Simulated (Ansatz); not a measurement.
# AlH5OSSi: one species, many methods

One table from this session's results is given with a row withheld; the runs are named, their logs left out.

Computed with Ansatz 0.2.0, Gaussian basis. Level: functionals in def2-TZVPP, the program's frozen cores in correlated methods.

The runs, in order: LDA (SPW92), PBE-D4, revPBE-D4, BLYP-D4, r2SCAN-D4, B97M-V, PBE0-D4, B3LYP-D4, r2SCANh-D4, r2SCAN0-D4, HSE06-D4, BHLYP-D4, CAM-B3LYP-D4, LC-ωPBE, ωB97X-V, ωB97M-V, B2PLYP, PBE-QIDH; CCSD(T)/def2-SVP; CCSD(T)/def2-TZVPP; MP2/def2-QZVPP; extrapolation to the limit; RPA on PBE.

## Structure used throughout

All runs share one geometry, relaxed beforehand with PBE0-D4 in a triple-zeta def2 set.

SMILES `O[SiH]([AlH2])S`, 9 atoms, charge 0, spin multiplicity 1.

Atoms are counted from 1 here; the program's logs count them from 0.

Bond lengths: O1–Si2 1.648 Å, O1–H5 0.959 Å, Si2–Al3 2.399 Å, Si2–S4 2.325 Å, Si2–H6 1.485 Å, Al3–H7 1.583 Å, Al3–H8 1.588 Å, S4–H9 1.345 Å. Angles: Si2–O1–H5 116.0°, O1–Si2–Al3 129.3°, O1–Si2–S4 110.0°, O1–Si2–H6 105.2°, Al3–Si2–S4 63.7°, Al3–Si2–H6 125.5°, S4–Si2–H6 99.2°, Si2–Al3–H7 117.6°, Si2–Al3–H8 115.8°, H7–Al3–H8 125.8°, Si2–S4–H9 93.3°.

Set-up of the first run:

The input, in.yaml:

```yaml
crystal:
  periodic: [false, false, false]
  atoms:
    - {symbol: O, position_ang: [-1.475602, -1.269447, 1.021908]}
    - {symbol: Si, position_ang: [-1.055787, -0.073100, -0.030778]}
    - {symbol: Al, position_ang: [0.910027, 1.301552, -0.062358]}
    - {symbol: S, position_ang: [0.680639, -0.789901, -1.400305]}
    - {symbol: H, position_ang: [-1.019793, -1.266097, 1.865671]}
    - {symbol: H, position_ang: [-2.149394, -0.036333, -1.034929]}
    - {symbol: H, position_ang: [0.913014, 2.556392, -1.026802]}
    - {symbol: H, position_ang: [1.991033, 0.986653, 1.056951]}
    - {symbol: H, position_ang: [1.294261, -1.456218, -0.406558]}
basis:
  gaussian: {orbitals: def2-TZVPP}
hamiltonian: {xc: lda}
output: {orbitals: {seedname: orbitals}}
```

Among the steps run: LDA; PBE-D4 (GGA); revPBE-D4 (GGA); BLYP-D4 (GGA); r2SCAN-D4 (meta-GGA); B97M-V (meta-GGA); PBE0-D4 (hybrid); B3LYP-D4 (hybrid); r2SCANh-D4 (hybrid); r2SCAN0-D4 (hybrid); HSE06-D4 (hybrid); BHLYP-D4 (hybrid); CAM-B3LYP-D4 (range-separated); LC-ωPBE (range-separated); ωB97X-V (range-separated); ωB97M-V (range-separated); B2PLYP (double hybrid); PBE-QIDH (double hybrid).

One table of the session follows, with a row left open; its other results are not shown here.

It belongs to the step «Frontier levels by functional». 

```
  functional  HOMO (eV)  gap (eV)
 LDA (SPW92)      -5.90      4.10
      PBE-D4      -5.80      4.19
   revPBE-D4      -5.75      4.24
     BLYP-D4      -5.66      4.24
   r2SCAN-D4      -6.02      4.67
      B97M-V      -6.06      4.58
     PBE0-D4      -6.84      6.09
    B3LYP-D4      -6.66      5.75
  r2SCANh-D4      -6.40      5.35
  r2SCAN0-D4      -6.98      6.38
    HSE06-D4      -6.45      5.32
    BHLYP-D4          ?         ?
CAM-B3LYP-D4      -8.07      8.39
     LC-ωPBE      -9.32     10.74
     ωB97X-V      -9.02     10.32
     ωB97M-V      -8.81      9.83
```

**Question.** Estimate the row for BHLYP-D4.

Worked estimate for «HOMO (eV)». Against the share of exact exchange, BLYP-D4 (0, -5.66), B3LYP-D4 (0.2, -6.66) give a slope of -5.00 per unit share; at 0.5 the line stands at -8.16.

**Answer.** HOMO (eV): -7.78; gap (eV): 7.98. In «HOMO (eV)» the line misses by -0.38.
